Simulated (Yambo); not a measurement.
# HfN (Fm-3m) in Yambo: further runs

Runs on HfN. Level: PBE. Tasks: optical spectrum.

All numbers are computed with Yambo 5.3.0; they aren't measurements. Logs are shortened: lines on timing, memory, paths and dates and some standing lists are left out, and cuts for length are marked.

### 1 The crystal as given

Symmetry: Fm-3m, No. 225, cubic system. Conventional cell: a = 4.512 Å, b = 4.512 Å, c = 4.512 Å, α = 90.00°, β = 90.00°, γ = 90.00°. Around Hf (site symmetry m-3m) lie 6 N at 2.26 Å. N (site symmetry m-3m) is surrounded by 6 Hf at 2.26 Å.

### 2 Optical spectrum, PBE

The input, optics0.in:

```
optics
chi
Chimod= "IP"
% BndsRnXd
 1 | 34 |
%
% LongDrXd
 1 | 1 | 1 |
%
% QpntsRXd
 1 | 1 |
%
% EnRngeXd
 0 | 10 | eV
%
% DmRngeXd
 0.1 | 0.1 | eV
%
ETStpsXd= 300
```

The input, scf.in:

```
&CONTROL
  calculation = 'scf'
  prefix = 'pwscf'
  outdir = './tmp'
  pseudo_dir = './pseudo'
/
&SYSTEM
  ibrav = 0
  nat = 2
  ntyp = 2
  ecutwfc = 84
  nbnd = 15
  occupations = 'smearing'
  smearing = 'fd'
  degauss = 0.00367493
  force_symmorphic = .true.
/
&ELECTRONS
  conv_thr = 4d-10
  electron_maxstep = 120
  mixing_beta = 0.5
/
ATOMIC_SPECIES
Hf   178.4900 Hf.upf
N     14.0070 N.upf
CELL_PARAMETERS bohr
   0.0000000000    4.2632221372    4.2632221372
   4.2632221372    0.0000000000    4.2632221372
   4.2632221372    4.2632221372    0.0000000000
ATOMIC_POSITIONS bohr
Hf     0.0000000000    0.0000000000    0.0000000000
N      4.2632221372    4.2632221372    4.2632221372
K_POINTS automatic
20 20 20 0 0 0
```

The input, nscf.in:

```
&CONTROL
  calculation = 'nscf'
  prefix = 'pwscf'
  outdir = './tmp'
  pseudo_dir = './pseudo'
/
&SYSTEM
  ibrav = 0
  nat = 2
  ntyp = 2
  ecutwfc = 84
  nbnd = 39
  occupations = 'smearing'
  smearing = 'fd'
  degauss = 0.00367493
  force_symmorphic = .true.
/
&ELECTRONS
  conv_thr = 1d-08
  diago_full_acc = .true.
  diago_thr_init = 1d-06
/
ATOMIC_SPECIES
Hf   178.4900 Hf.upf
N     14.0070 N.upf
CELL_PARAMETERS bohr
   0.0000000000    4.2632221372    4.2632221372
   4.2632221372    0.0000000000    4.2632221372
   4.2632221372    4.2632221372    0.0000000000
ATOMIC_POSITIONS bohr
Hf     0.0000000000    0.0000000000    0.0000000000
N      4.2632221372    4.2632221372    4.2632221372
K_POINTS automatic
20 20 20 0 0 0
```

Potentials or basis: PseudoDojo 0.4.1 SR PBE standard.

Command:

```
$ OMP_NUM_THREADS=1 pw.x -in scf.in > scf.out
$ OMP_NUM_THREADS=1 pw.x -in nscf.in > nscf.out
$ cd tmp/pwscf.save; p2y; mv SAVE ../..; cd ../..
$ OMP_NUM_THREADS=1 yambo
$ OMP_NUM_THREADS=1 yambo -F optics0.in -J optics0 -C optics0_out
```

Yambo's report:

```text
[... sections 02.01 to 02.04 as in the set-up run ...]

  [02.05] Energies & Occupations
  ==============================

  [X] === General ===
  [X] Electronic Temperature                        :  0.258606E-1   300.100    [eV K]
  [X] Bosonic    Temperature                        :  0.258606E-1   300.100    [eV K]
  [X] Finite Temperature mode                       : yes
  [X] El. density                                   :  0.74029E+24 [cm-3]
  [X] Fermi Level                                   :  18.89531 [eV]

  [X] === Gaps and Widths ===
  [X] Conduction Band Min                           :  18.89531 [eV]
  [X] Valence Band Max                              :  18.89531 [eV]
  [X] Filled Bands                                  :   8
  [X] Metallic Bands                                :   9  11
  [X] Empty Bands                                   :   12   39

  [X] === Metallic Characters ===
  [X] N of el / N of met el                         :  17.00000   1.10469
  [X] Average metallic occ.                         :  0.092057

  [WARNING] [X] Metallic system

 [03] Transferred momenta grid and indexing
 ==========================================

 IBZ Q-points                                      :  256
 BZ  Q-points                                      :   8000

 K/Q-points units:
 rlu = crystal or reduced units; cc = cartesian coordinates; iku = interal k-units

 Q [  1]        [rlu]:  0.000000  0.000000  0.000000
 Q [  2]        [rlu]: -0.10179E-17 -0.10179E-17  0.50000E-01
 Q [  3]        [rlu]: -0.20358E-17 -0.20358E-17  0.10000
 Q [  4]        [rlu]: -0.32972E-18 -0.32972E-18  0.15000
 Q [  5]        [rlu]:  0.88315E-18  0.88315E-18  0.20000
 Q [  6]        [rlu]: -0.16736E-16  0.11019E-16  0.25000
 Q [  7]        [rlu]:  0.72772E-17  0.72772E-17  0.30000
 Q [  8]        [rlu]: -0.44013E-17 -0.44013E-17  0.35000
 Q [  9]        [rlu]: -0.18053E-16  0.37459E-16  0.40000
 Q [ 10]        [rlu]: -0.11885E-16 -0.11885E-16  0.45000
 Q [ 11]        [rlu]:  0.33473E-16 -0.22038E-16 -0.50000
 Q [ 12]        [rlu]: -0.13278E-17  0.50000E-01  0.50000E-01
 Q [ 13]        [rlu]: -0.57260E-17  0.50000E-01  0.10000
 Q [ 14]        [rlu]:  0.44158E-18  0.50000E-01  0.15000
 Q [ 15]        [rlu]: -0.32972E-18  0.50000E-01  0.20000
 Q [ 16]        [rlu]:  0.88315E-18  0.50000E-01  0.25000
 Q [ 17]        [rlu]: -0.16736E-16  0.50000E-01  0.30000
 Q [ 18]        [rlu]:  0.72772E-17  0.50000E-01  0.35000
 Q [ 19]        [rlu]:  0.35354E-17  0.50000E-01  0.40000
 Q [ 20]        [rlu]:  0.17663E-17  0.50000E-01  0.45000
 Q [ 21]        [rlu]: -0.11885E-16  0.50000E-01  0.50000
 Q [ 22]        [rlu]: -0.22038E-16  0.50000E-01 -0.45000
 Q [ 23]        [rlu]:  0.11885E-16  0.50000E-01 -0.40000
 Q [ 24]        [rlu]: -0.17663E-17  0.50000E-01 -0.35000
 Q [ 25]        [rlu]: -0.35354E-17  0.50000E-01 -0.30000
 Q [ 26]        [rlu]: -0.35033E-16  0.50000E-01 -0.25000
 Q [ 27]        [rlu]: -0.11019E-16  0.50000E-01 -0.20000
 Q [ 28]        [rlu]: -0.88315E-18  0.50000E-01 -0.15000
 Q [ 29]        [rlu]: -0.41318E-17  0.50000E-01 -0.10000
 Q [ 30]        [rlu]:  0.51621E-19  0.50000E-01 -0.50000E-01
 Q [ 31]        [rlu]: -0.26557E-17  0.10000      0.10000
 Q [ 32]        [rlu]: -0.32487E-17  0.10000      0.15000
 Q [ 33]        [rlu]: -0.13436E-16  0.10000      0.20000
 Q [ 34]        [rlu]: -0.32972E-18  0.10000      0.25000
 Q [ 35]        [rlu]:  0.88315E-18  0.10000      0.30000
 Q [ 36]        [rlu]: -0.30614E-16  0.10000      0.35000
 Q [ 37]        [rlu]: -0.75989E-16  0.10000      0.40000
 Q [ 38]        [rlu]: -0.44013E-17  0.10000      0.45000
 Q [ 39]        [rlu]: -0.71591E-16  0.10000      0.50000
 Q [ 40]        [rlu]: -0.20269E-16  0.10000     -0.45000
 Q [ 41]        [rlu]: -0.59703E-16  0.10000     -0.40000
 Q [ 42]        [rlu]:  0.11885E-16  0.10000     -0.35000
 Q [ 43]        [rlu]: -0.97030E-17  0.10000     -0.30000
 Q [ 44]        [rlu]:  0.44013E-17  0.10000     -0.25000
 Q [ 45]        [rlu]: -0.72772E-17  0.10000     -0.20000
 Q [ 46]        [rlu]: -0.11019E-16  0.10000     -0.15000
 Q [ 47]        [rlu]: -0.88315E-18  0.10000     -0.10000
 Q [ 48]        [rlu]: -0.39835E-17  0.15000      0.15000
 Q [ 49]        [rlu]: -0.59726E-17  0.15000      0.20000
 Q [ 50]        [rlu]: -0.45132E-17  0.15000      0.25000

 Remaining 206 points informations can be written running with -fatlog

 [WARNING] [Xd] User bands 1-34 break level degeneracy

 [04] Dipoles
 ============

  [04.01] Setup: observables and procedures
  =========================================

  [WF-Oscillators/G space/Transverse up loader] Normalization (few states)  min/max  :  0.86736E-17   1.0000

  [WR./optics0//ndb.dipoles]------------------------------------------------------
   Brillouin Zone Q/K grids (IBZ/BZ)                :    256   8000    256   8000
   RL vectors                                       :  2733 [WF]
   Fragmentation                                    : yes
   Electronic Temperature                           :  300.1000 [K]
   Bosonic    Temperature                           :  300.1000 [K]
   DIP band range                                   :    1   34
   DIP band range limits                            :  11   9
   DIP e/h energy range                             : -1.000000 -1.000000 [eV]
   RL vectors in the sum                            :  2733
   [r,Vnl] included                                 : yes
   Bands ordered                                    : yes
   Direct v evaluation                              : no
   Approach used                                    : G-space v
   Dipoles computed                                 : R V P [G-space]
   Wavefunctions                                    : Perdew, Burke & Ernzerhof(X)+Perdew, Burke & Ernzerhof(C)

  [WARNING] [r,Vnl^pseudo] included in position and velocity dipoles.

  [WARNING] In case H contains other non local terms, these are neglected

 [05] Optics
 ===========

 [X-CG] R(p) Tot o/o(of R):    46108  1770735      100

 [WARNING] The system is a metal but Drude term not included.
```

o-optics0.eps_q1_ip:

```text
# Absorption @ Q(1):  0.577350269     0.577350269     0.577350269    [q->0 direction]
#
# [ X ] Hartree size                              :  1
# [GEN] GF Energies                               : Perdew, Burke & Ernzerhof(X)+Perdew, Burke & Ernzerhof(C)
# [GEN] Green`s Function                          : Retarded
#
# [GEN] Gauge                                     : Length
# [GEN] [r,Vnl] included                          : yes
#
#    E[1] [eV]          Im(eps)            Re(eps)
#
        0.000000          -0.92795E-15        388.0098
        0.033445           175.5555           318.9169
        0.066890           247.1619           173.7332
        0.100334           222.3127           58.42335
        0.133779           170.7849           2.960339
        0.167224           130.1150          -17.05051
[... 292 lines left out ...]
        9.966555           6.371074           0.814205
        10.00000           6.409548           0.864737
#
```

Wall time 3.8 min (1 thread of Arm Neoverse V2, shared host); peak memory 0.46 GiB.

Results:

* Band gap on the k mesh, mean-field level: none (metal or under the smearing width)

Dielectric function (along the field direction of the input):
```tsv
energy (eV)	real part	imaginary part
0.27	-36.24	66.59
0.50	-15.13	10.86
0.74	-3.47	3.80
1.00	0.80	2.76
1.24	2.73	2.12
1.51	3.00	1.16
1.74	4.26	0.54
2.01	5.22	0.58
2.24	5.69	0.94
2.51	5.73	0.82
2.74	6.25	0.97
3.01	6.15	1.15
3.24	6.50	0.68
3.51	7.23	1.25
3.75	6.92	1.43
3.98	7.44	1.24
4.25	7.91	2.07
4.48	7.68	2.27
4.75	8.66	2.11
4.98	9.19	2.79
5.25	10.01	4.79
5.48	8.61	6.06
5.75	6.66	6.61
5.99	7.31	6.52
6.25	6.76	6.34
6.49	6.04	7.91
6.76	4.49	6.80
6.99	4.45	6.77
7.22	4.98	7.10
7.49	3.14	7.63
7.73	3.35	7.17
7.99	3.18	6.64
8.23	3.39	7.01
8.49	2.49	7.44
8.73	1.92	7.33
9.00	1.64	6.55
9.23	1.88	6.38
9.50	1.35	6.71
9.73	0.81	6.49
10.00	0.86	6.41
```

Caveat: the intraband (Drude) term of the metal is left out; the ground state has no gap, which makes the many-body step unreliable; independent-particle spectra lack excitons. Spin-orbit coupling is left out, which matters for the levels of Hf.

### 3 Optical spectrum, PBE

The input, optics1.in:

```
optics
chi
Chimod= "HARTREE"
% BndsRnXd
 1 | 34 |
%
NGsBlkXd= 4 Ry
% LongDrXd
 1 | 1 | 1 |
%
% QpntsRXd
 1 | 1 |
%
% EnRngeXd
 0 | 30 | eV
%
% DmRngeXd
 0.1 | 0.1 | eV
%
ETStpsXd= 150
```

scf.in is that of step 2.

nscf.in is that of step 2.

Potentials or basis: PseudoDojo 0.4.1 SR PBE standard.

Command:

```
$ OMP_NUM_THREADS=1 pw.x -in scf.in > scf.out
$ OMP_NUM_THREADS=1 pw.x -in nscf.in > nscf.out
$ cd tmp/pwscf.save; p2y; mv SAVE ../..; cd ../..
$ OMP_NUM_THREADS=1 yambo
$ OMP_NUM_THREADS=1 yambo -F optics1.in -J optics1 -C optics1_out
```

Yambo's report:

```text
[... sections 02.01 to 02.04 as in the set-up run ...]

  [02.05] Energies & Occupations
  ==============================

  [X] === General ===
  [X] Electronic Temperature                        :  0.258606E-1   300.100    [eV K]
  [X] Bosonic    Temperature                        :  0.258606E-1   300.100    [eV K]
  [X] Finite Temperature mode                       : yes
  [X] El. density                                   :  0.74029E+24 [cm-3]
  [X] Fermi Level                                   :  18.89531 [eV]

  [X] === Gaps and Widths ===
  [X] Conduction Band Min                           :  18.89531 [eV]
  [X] Valence Band Max                              :  18.89531 [eV]
  [X] Filled Bands                                  :   8
  [X] Metallic Bands                                :   9  11
  [X] Empty Bands                                   :   12   39

  [X] === Metallic Characters ===
  [X] N of el / N of met el                         :  17.00000   1.10469
  [X] Average metallic occ.                         :  0.092057

  [WARNING] [X] Metallic system

 [03] Transferred momenta grid and indexing
 ==========================================

 IBZ Q-points                                      :  256
 BZ  Q-points                                      :   8000

 K/Q-points units:
 rlu = crystal or reduced units; cc = cartesian coordinates; iku = interal k-units

 Q [  1]        [rlu]:  0.000000  0.000000  0.000000
 Q [  2]        [rlu]: -0.10179E-17 -0.10179E-17  0.50000E-01
 Q [  3]        [rlu]: -0.20358E-17 -0.20358E-17  0.10000
 Q [  4]        [rlu]: -0.32972E-18 -0.32972E-18  0.15000
 Q [  5]        [rlu]:  0.88315E-18  0.88315E-18  0.20000
 Q [  6]        [rlu]: -0.16736E-16  0.11019E-16  0.25000
[... 42 lines left out ...]
 Q [ 49]        [rlu]: -0.59726E-17  0.15000      0.20000
 Q [ 50]        [rlu]: -0.45132E-17  0.15000      0.25000

 Remaining 206 points informations can be written running with -fatlog

 [WARNING] [Xd] User bands 1-34 break level degeneracy

 [04] Dipoles
 ============

  [04.01] Setup: observables and procedures
  =========================================

  [WF-Oscillators/G space/Transverse up loader] Normalization (few states)  min/max  :  0.86736E-17   1.0000

  [WR./optics1//ndb.dipoles]------------------------------------------------------
   Brillouin Zone Q/K grids (IBZ/BZ)                :    256   8000    256   8000
   RL vectors                                       :  2733 [WF]
   Fragmentation                                    : yes
   Electronic Temperature                           :  300.1000 [K]
   Bosonic    Temperature                           :  300.1000 [K]
   DIP band range                                   :    1   34
   DIP band range limits                            :  11   9
   DIP e/h energy range                             : -1.000000 -1.000000 [eV]
   RL vectors in the sum                            :  2733
   [r,Vnl] included                                 : yes
   Bands ordered                                    : yes
   Direct v evaluation                              : no
   Approach used                                    : G-space v
   Dipoles computed                                 : R V P [G-space]
   Wavefunctions                                    : Perdew, Burke & Ernzerhof(X)+Perdew, Burke & Ernzerhof(C)

  [WARNING] [r,Vnl^pseudo] included in position and velocity dipoles.

  [WARNING] In case H contains other non local terms, these are neglected

 [05] Optics
 ===========

 [X-CG] R(p) Tot o/o(of R):    46108  1770735      100

 [WARNING] The system is a metal but Drude term not included.
```

o-optics1.eel_q1_inv_rpa_dyson:

```text
# Electron Energy Loss @ Q(1):  0.577350269     0.577350269     0.577350269    [q->0 direction]
#
# [ X ] Hartree size                              :  27
# [GEN] GF Energies                               : Perdew, Burke & Ernzerhof(X)+Perdew, Burke & Ernzerhof(C)
# [GEN] Green`s Function                          : Retarded
#
# [GEN] Gauge                                     : Length
# [GEN] [r,Vnl] included                          : yes
#
#    E[1] [eV]          Im(eel)            Re(eel)            Im(eel_o)          Re(eel_o)
#
        0.000000          -0.16638E-11       -0.002579          -0.61637E-20       -0.002577
        0.201342           0.009093           0.002261           0.009098           0.002252
        0.402685           0.019206           0.023076           0.019325           0.023103
        0.604027           0.053916           0.074152           0.055012           0.074538
        0.805369           0.234990           0.123511           0.242926           0.117952
        1.006711           0.343360          -0.085015           0.335305          -0.100135
[... 142 lines left out ...]
        29.79866           0.519827          -1.075408           0.343665          -0.848057
        30.00000           0.463999          -1.049741           0.296714          -0.839701
#
```

o-optics1.eps_q1_inv_rpa_dyson:

```text
# Absorption @ Q(1):  0.577350269     0.577350269     0.577350269    [q->0 direction]
#
# [ X ] Hartree size                              :  27
# [GEN] GF Energies                               : Perdew, Burke & Ernzerhof(X)+Perdew, Burke & Ernzerhof(C)
# [GEN] Green`s Function                          : Retarded
#
# [GEN] Gauge                                     : Length
# [GEN] [r,Vnl] included                          : yes
#
#    E[1] [eV]          Im(eps)            Re(eps)            Im(eps_o)          Re(eps_o)
#
        0.000000          -0.250224E-6        387.8108          -0.92795E-15        388.0098
        0.201342           103.5680          -25.75457           103.5705          -25.63864
        0.402685           21.30786          -25.60131           21.30215          -25.46568
        0.604027           6.414373          -8.821910           6.410037          -8.685184
        0.805369           3.334364          -1.752545           3.331139          -1.617430
        1.006711           2.744164           0.679445           2.738160           0.817720
[... 142 lines left out ...]
        29.79866           0.364351           0.753761           0.410441           1.012839
        30.00000           0.352248           0.796918           0.374102           1.058709
#
```

Wall time 4 min (1 thread of Arm Neoverse V2, shared host); peak memory 1.5 GiB.

Results:

| Quantity | Value |
| --- | --- |
| Band gap on the k mesh, mean-field level | none (metal or under the smearing width) |
| Peak of the energy-loss function | 22.6 eV |

Dielectric function (along the field direction of the input):
```tsv
energy (eV)	real part	imaginary part
0.40	-25.60	21.31
1.41	2.64	1.89
2.42	5.54	1.01
3.42	6.90	0.97
4.43	7.56	2.26
5.44	8.62	5.80
6.44	6.29	7.61
7.45	3.53	8.12
8.46	2.66	7.47
9.46	1.20	6.76
10.67	-0.54	6.56
11.68	-2.39	4.93
12.68	-2.07	1.96
13.69	-1.00	1.90
14.70	-0.67	1.37
15.70	-0.13	1.20
16.71	-0.23	1.22
17.72	-0.04	0.79
18.72	0.33	0.70
19.93	0.19	1.11
```

Energy-loss function:
| energy (eV) | loss |
| --- | --- |
| 0.0 | 0.000 |
| 1.2 | 0.200 |
| 2.6 | 0.022 |
| 3.8 | 0.026 |
| 5.2 | 0.038 |
| 6.4 | 0.078 |
| 7.9 | 0.122 |
| 9.1 | 0.145 |
| 10.5 | 0.160 |
| 11.7 | 0.164 |
| 13.1 | 0.303 |
| 14.3 | 0.429 |
| 15.7 | 0.827 |
| 16.9 | 0.843 |
| 18.3 | 1.396 |
| 19.5 | 0.724 |
| 20.9 | 0.980 |
| 22.1 | 1.510 |
| 23.6 | 1.309 |
| 24.8 | 0.828 |
| 26.2 | 0.832 |
| 27.4 | 0.613 |
| 28.8 | 0.492 |
| 30.0 | 0.464 |

Caveat: the intraband (Drude) term of the metal is left out; the ground state has no gap, which makes the many-body step unreliable; these spectra lack excitons.
